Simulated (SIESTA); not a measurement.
Runs of SIESTA 5.4.2 on CoNiO2. Symmetry: P4/mmm, No. 123, tetragonal system. The conventional cell has a = 3.014 Å, b = 3.014 Å, c = 4.222 Å, α = 90.00°, β = 90.00°, γ = 90.00°. Ni (site symmetry 4/mmm) has 6 O at 2.11 to 2.13 Å as nearest neighbours. Co (site symmetry 4/mmm) has 6 O at 2.11 to 2.13 Å as nearest neighbours. Around O (site symmetry 4/mmm) lie 2 Ni at 2.11 Å and 4 Co at 2.13 Å. O (site symmetry 4/mmm) is surrounded by 2 Co at 2.11 Å and 4 Ni at 2.13 Å. The cell comes from a database or a generator and needn't be the stable form of this composition.

```tsv
task	level	potentials or basis	cell	k mesh	mesh quality	gap on the mesh (eV)	pressure (GPa)	moment (μB)
single point	PBE	PseudoDojo 0.4 standard (PBE files), DZP (energy shift 0.003 Ry; two zetas on semicore shells)	atoms moved at random, drawn with an rms of 0.05 Å	9 × 9 × 6	not flagged	none	-0.5	4.79
band structure	PBE	PseudoDojo 0.4 standard (PBE files), DZP (energy shift 0.003 Ry; two zetas on semicore shells)	as given	9 × 9 × 6	not flagged	none	-0.7	4.79
single point	PBE	PseudoDojo 0.4 standard (PBE files), DZP (energy shift 0.003 Ry; two zetas on semicore shells)	as given	9 × 9 × 6	not flagged	none	-0.7	4.79
band structure	LDA	PseudoDojo 0.4 standard (LDA files), DZP (energy shift 0.003 Ry; two zetas on semicore shells)	as given	9 × 9 × 6	not flagged	none	-21.3	(a)
```

Alike in all rows: spin collinear, ferromagnetic start; smearing fermi-dirac 0.05 eV; grid cutoff 800 Ry; energy shift 0.003 Ry.

Question: Fill in the values left out.

Answer: (a) 3.68.

Caveats: short orbitals over semicore shells can move pressures by several GPa; the basis of atomic orbitals isn't converged, which shifts pressures, moduli and gaps; semilocal functionals often make such compounds metallic where correlation or magnetic order opens a gap, which also shifts bond lengths.

A gap of «none» marks a metal or a gap under the smearing width.
